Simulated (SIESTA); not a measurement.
**AgAu3 under changes of volume**

One of the cells (17.854 Å³/atom); the others are scaled copies at fixed shape and fractional positions:

```
CELL_PARAMETERS angstrom
4.14893 0.00000 0.00000
0.00000 4.14893 0.00000
0.00000 0.00000 4.14893
ATOMIC_POSITIONS crystal
Au 0.00000 0.00000 0.50000
Au 0.00000 0.50000 0.00000
Au 0.50000 0.00000 0.00000
Ag 0.50000 0.50000 0.50000
```

The cell comes from a database or a generator and needn't be the stable form of this composition.

| Property | Result |
| --- | --- |
| Program | SIESTA 5.4.2 |
| Functional | PBEsol |
| Potentials or basis | PseudoDojo 0.4 standard (PBEsol files) |
| Basis | DZP (energy shift 0.003 Ry; two zetas on semicore shells) |
| Grid cutoff | 800 Ry |
| Energy shift | 0.003 Ry |
| k mesh | 7 × 7 × 7 |
| Occupations | fermi-dirac, width 0.05 eV |
| Spin | no spin polarisation |

| volume (Å³/atom) | energy over the lowest point (meV/atom) | pressure (GPa) |
| --- | --- | --- |
| 16.454 | ? | ? |
| 16.804 | 0.12 | 1.8 |
| 17.154 | 0.00 | -1.6 |
| 17.854 | 18.04 | -6.7 |
| 18.205 | 35.15 | -8.9 |
| 18.555 | 56.82 | -10.8 |

Problem. What does the run at 16.454 Å³/atom give?

Solution. Energy over the lowest point 8.18 meV/atom; pressure 5.6 GPa.

Worked out: A Birch-Murnaghan fit of order 3 (a polynomial in V^(-2/3)) to the other rows has its minimum at 16.98 Å³/atom with B0 = V·E''(V) = 147 GPa and B' = 4.0. It gives 7.24 meV/atom at 16.454 Å³/atom, against the run's 8.18, and -dE/dV = 5.0 GPa, against 5.6.

Energies are extrapolated to zero smearing.

Caveats: short orbitals over semicore shells can move pressures by several GPa; the basis of atomic orbitals isn't converged, which shifts pressures, moduli and gaps.
